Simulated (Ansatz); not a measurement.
# MgCd3O4: the cost of one run

Method: DFT PBE, scalar-relativistic, plane waves, PAW, in Ansatz 0.2.0.

### 1 The starting structure

It takes space group Pmmm (No. 47, orthorhombic). The conventional cell has a = 3.276 Å, b = 4.667 Å, c = 6.643 Å, α = 90.00°, β = 90.00°, γ = 90.00°. Mg (site symmetry mmm) has 6 O at 2.21 to 2.33 Å as nearest neighbours. Around Cd (site symmetry mm2) lie 6 O at 2.31 to 2.36 Å. Around Cd (site symmetry mmm) lie 6 O at 2.33 to 2.46 Å. O (site symmetry mmm) has 4 Cd at 2.31 Å and 2 Mg at 2.33 Å as nearest neighbours. O (site symmetry mm2) is surrounded by 2 Mg at 2.21 Å and 4 Cd at 2.34 to 2.46 Å. O (site symmetry mmm) has 6 Cd at 2.33 to 2.36 Å as nearest neighbours.

As a file:

```
Mg Cd O
1.0
     3.27589    0.00000    0.00000
     0.00000    4.66674    0.00000
     0.00000    0.00000    6.64273
Mg Cd O
1 3 4
Direct
  0.00000 0.00000 0.00000
  0.50000 0.50000 0.24445
  0.00000 0.00000 0.50000
  0.50000 0.50000 0.75555
  0.00000 0.50000 0.00000
  0.50000 0.00000 0.22372
  0.00000 0.50000 0.50000
  0.50000 0.00000 0.77628
```

The start is the relaxed end of an invented cell (made as: elements ordered on the sites of the CdO type, Cd/Mg on Cd (Pmmm, No. 47)), taken up again for a closer look.

### 2 A first look at the guess

Contents of input.yaml:

```yaml
crystal:
  lattice:
    - [3.2758851, 0.0, 0.0]
    - [0.0, 4.6667382, 0.0]
    - [0.0, 0.0, 6.6427252]
  atoms:
    - { symbol: Mg, position: [0.0, 0.0, 0.0] }
    - { symbol: Cd, position: [0.5, 0.5, 0.244454] }
    - { symbol: Cd, position: [0.0, 0.0, 0.5] }
    - { symbol: Cd, position: [0.5, 0.5, 0.755546] }
    - { symbol: O, position: [0.0, 0.5, 0.0] }
    - { symbol: O, position: [0.5, 0.0, 0.223718] }
    - { symbol: O, position: [0.0, 0.5, 0.5] }
    - { symbol: O, position: [0.5, 0.0, 0.776282] }
basis:
  ecutwfc: 420
kpoints:
  mp_grid: { grid: [6, 4, 4] }
hamiltonian:
  xc: pbe
scf:
  occupations: { method: gaussian, width: 0.1 }
  lower_state_search: "off"
output:
  forces: true
  stress: true
  eigenvalues: true
```

Launch:

```
ansatz run input.yaml --threads 4 --pin off --max-ram 8192MiB --backend cpu --events-out ev --progress --plain --runs-dir out
```

What time and memory should one allow on 4 threads of Arm Neoverse V1, shared host?

About 2.9 s, with a peak of 0.51 GiB.
